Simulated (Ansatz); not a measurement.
# Ge2 (singlet): the correlation ladder, cc-pVDZ

An exercise on one series of results from a longer session: the logs are not shown, and one member is left open.

The runs use Ansatz 0.2.0, Gaussian basis; cc-pVDZ, core rule «outside noble gas», up to 28 orbitals frozen.

To be run: UHF; CCSD(T) on RHF; CCSD(T) on UHF; BCCD(T) on RHF; CISD; CCSDT(Q) on RHF; CCSDT(Q) on UHF; CISDTQ; CCSDTQ on RHF; CCSDTQ on UHF; CASSCF and MRCISD+Q, 8 electrons in 8 orbitals; CASSCF and NEVPT2, 8 electrons in 8 orbitals; Full CI.

4 further runs of the same task are left out: 4 set aside as unsound or not needed.

## The geometry

The geometry is a PBE0/def2-TZVP stationary point (not a proven minimum). No spin-orbit coupling is included. The filled d shell of Ge may be among the frozen orbitals whatever the setting's name suggests; the logs give the count.

2 atoms, charge 0, spin multiplicity 1.

Atoms are counted from 1 here; the program's logs count them from 0.

Bond lengths: Ge1–Ge2 2.409 Å.

Set-up of the first run:

in.yaml

```yaml
crystal:
  periodic: [false, false, false]
  atoms:
    - {symbol: Ge, position_ang: [0.000000, 0.000000, 0.000000]}
    - {symbol: Ge, position_ang: [0.000000, 0.000000, 2.409455]}
basis:
  gaussian: {orbitals: cc-pVDZ}
magnetization: {spin_polarized: true, initial_magnetization: 0}
hamiltonian: {xc: hf}
output: {orbitals: {seedname: orbitals}}
```

Run with:

```
$ ansatz run in.yaml --threads 1 --pin off --events-out ev --progress --plain --max-ram 4096MiB --backend cpu
```

Steps of the session up to this table: UHF; CCSD(T) on RHF; CCSD(T) on UHF; BCCD(T) on RHF; CISD; CCSDT(Q) on RHF; CCSDT(Q) on UHF; CISDTQ; CCSDTQ on RHF; CCSDTQ on UHF; CASSCF and MRCISD+Q, 8 electrons in 8 orbitals; CASSCF and NEVPT2, 8 electrons in 8 orbitals; Full CI.

One table of the session follows, with a row left open; its other results are not shown here.

```
   method  from FCI (meV)
      RHF         +4851.6
     RMP2         +1269.3
     CISD          +761.4
    RCCSD          +373.4
 RCCSD(T)          +156.8
  BCCD(T)          +157.4
   RCCSDT           +91.4
   CISDTQ               ?
RCCSDT(Q)           +31.8
  RCCSDTQ            +6.3
      FCI               0
```

**Question.** Estimate the row for CISDTQ.

The run gave: from FCI (meV): +96.1. In the column «from FCI (meV)» it lies between RCCSDT (+91.4) and RCCSD(T) (+156.8).

Limits of these values: The report flags that the cluster equations may have other roots. Left out of the table: CASSCF valence, NEVPT2 valence, MRCISD valence, MRCISD+Q valence (the active space lost an orbital or holds another state than full CI finds). Left out of the table: UHF, UMP2, UCCSD, UCCSD(T), UCCSDT, UCCSDT(Q), UCCSDTQ (another determinant or state than the rows shown). The program flags RCCSDTQ as in doubt, so those rows may rest on another solution; read them beside their warnings.
